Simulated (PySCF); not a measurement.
# C4H5FSi2: the cost of one run

Computed with PySCF 2.14.0, with density-fitted response routines of our own, on a single molecule in the gas phase. Atoms are numbered from 0 throughout.

### 1 The molecule as given

12 atoms, charge 0, multiplicity 1; geometry from: GFN2-xTB. The atoms were then displaced at random by about 0.01 Å, so the start is not that level's minimum.

Bonds of the start (Å): C0–C1 1.23, C1–Si2 1.86, Si2–F3 1.58, Si2–C4 1.91, C4–C5 1.35, C5–Si6 1.91, Si6–Si2 2.34, C0–H7 1.02, C4–H8 1.05, C5–H9 1.07, Si6–H10 1.48, Si6–H11 1.47.

### 2 Relaxing the molecule at PBE0-D3(BJ)/def2-SVP

Job settings and geometry (Å):

```
{"job": {"xc": "PBE0", "basis": "def2-SVP", "d3": "d3bj", "grid": 1, "shake": 0.01, "kind": "geom"}, "charge": 0, "multiplicity": 1}
C      0.607480    -3.019580     1.318590
C      0.082350    -1.952690     0.991820
Si    -0.636170    -0.302330     0.526940
F     -2.112670    -0.378180     1.087310
C     -0.539220     0.119640    -1.329600
C      0.079560     1.319630    -1.359330
Si     0.456920     1.768780     0.456250
H      1.021580    -3.914500     1.582700
H     -0.881050    -0.403430    -2.174310
H      0.292620     1.850760    -2.260190
H     -0.213120     3.004370     0.913720
H      1.881430     1.879260     0.781200
```

Launch:

```sh
$ OMP_NUM_THREADS=1 python probes_run.py task.json out
```

One launch serves the whole session: the jobs run in the order shown.

Q: Estimate the wall time and peak memory of this first job on 1 thread of Arm Neoverse V1, shared host.

About 2.7 min, with a peak of 0.52 GiB.
